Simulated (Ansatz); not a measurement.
**FGeH4N (built from SMILES [NH2][GeH2][F]): Born-Oppenheimer dynamics**

The task is to watch the atoms for 80 steps of 0.75 fs, started with velocities for 200 K and run at constant energy, and see to which side of the barrier the system falls.

Program: Ansatz 0.2.0, Gaussian basis. Level of theory: r2SCAN-D4/def2-SVPD. These are calculated values, not measurements.

## (1) The starting structure

The start, a first-order saddle point found at PBE0-D4 in triple zeta: 7 atoms, charge 0, spin multiplicity 1.

Atoms are counted from 1 here; the program's logs count them from 0.

Bond lengths: Ge1–N3 1.733 Å, Ge1–H5 1.526 Å, Ge1–H6 1.542 Å, F2–H4 1.025 Å, N3–H7 1.017 Å. Angles: N3–Ge1–H5 119.0°, N3–Ge1–H6 127.2°, H5–Ge1–H6 113.5°, Ge1–N3–H7 112.2°.

Coordinates:

```
atom    x (Å)    y (Å)    z (Å)
 Ge1  -0.5937  -0.2713   0.4285
  F2   1.6856  -0.5022   0.0124
  N3  -0.2604   0.5910  -1.0371
  H4   1.1593   0.0435  -0.6769
  H5  -0.7539  -1.7882   0.3749
  H6  -0.8900   0.3301   1.8166
  H7  -0.3468   1.5973  -0.9183
```

## (2) The run

File md/in.yaml:

```yaml
crystal:
  periodic: [false, false, false]
  atoms:
    - {symbol: Ge, position_ang: [-0.593726, -0.271335, 0.428476]}
    - {symbol: F, position_ang: [1.685628, -0.502224, 0.012385]}
    - {symbol: N, position_ang: [-0.260441, 0.590962, -1.037110]}
    - {symbol: H, position_ang: [1.159258, 0.043452, -0.676890]}
    - {symbol: H, position_ang: [-0.753887, -1.788184, 0.374916]}
    - {symbol: H, position_ang: [-0.889973, 0.330123, 1.816551]}
    - {symbol: H, position_ang: [-0.346759, 1.597306, -0.918327]}
basis:
  gaussian: {orbitals: def2-SVPD}
hamiltonian: {xc: r2scan, dispersion: d4}
md: {n_steps: 80, timestep: 0.75, temperature: 200, ensemble: nve, seed: 115, initial_velocities: maxwell_boltzmann}
```

Launch:

```
$ ansatz run in.yaml --threads 2 --pin off --events-out ev --progress --plain --max-ram 4352MiB
```

Before running it: what results should come out? Wanted: temperature at the start; mean temperature, second half; lowest and highest potential energy, from the first frame; largest change of potential + kinetic; bonds lost by distance; bonds made by distance.

As calculated:

| quantity | value |
| --- | --- |
| length | 80 steps, 60.0 fs |
| temperature at the start | 200 K |
| mean temperature, second half | 2967 K |
| lowest and highest potential energy, from the first frame | -2544 and 54 meV |
| largest change of potential + kinetic | 20.8 meV |
| bonds lost by distance | F2–H4 |
| bonds made by distance | N3–H4 |

**Reading.** By the last frame it has moved back towards the start side of the step. The system runs downhill by 2.54 eV, and that energy turns into motion. With no thermostat the total energy should stay fixed; it holds within 20.8 meV, small beside the kinetic energy, so the time step serves. With 7 atoms the instant temperature spans 119 to 4111 K.
